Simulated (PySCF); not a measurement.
# C8H10OS (4-methoxythioanisole): the cost of one run

Programs: PySCF 2.14.0, with routines of our own; each step states its level. All values are computed. Atoms count from 0.

## 1. The starting structure

20 atoms, charge 0, multiplicity 1; geometry from: GFN2-xTB.

## 2. Relaxing the molecule at PBE0-D3(BJ)/def2-SVP

The job: settings as JSON, then the geometry in Å.

```
{"job": {"xc": "PBE0", "basis": "def2-SVP", "d3": "d3bj", "grid": 2, "kind": "geom"}, "charge": 0, "multiplicity": 1}
C     -3.751445    -0.113193     0.316402
O     -2.662295     0.751747     0.523290
C     -1.405848     0.285221     0.270637
C     -0.365169     1.185454     0.492851
C      0.947607     0.824115     0.271129
C      1.247376    -0.454583    -0.179555
S      2.886474    -1.039866    -0.502141
C      3.947093     0.366764    -0.065086
C      0.212893    -1.355004    -0.402902
C     -1.102613    -0.995156    -0.182416
H     -3.693311    -0.995758     0.961964
H     -4.638171     0.463484     0.575151
H     -3.819796    -0.431961    -0.728924
H     -0.608565     2.176163     0.842880
H      1.723559     1.549639     0.453778
H      4.964679     0.027623    -0.234549
H      3.729523     1.213124    -0.710539
H      3.812391     0.621973     0.982134
H      0.448914    -2.348065    -0.754091
H     -1.878444    -1.721045    -0.366987
```

Launch:

```sh
$ OMP_NUM_THREADS=1 python excited_run.py task.json out
```

One launch serves the whole session: the jobs run in the order shown.

Q: Estimate the wall time and peak memory of this first job on 1 thread of AMD EPYC 9R45, shared host.

About 52 s, with a peak of 0.9 GiB.
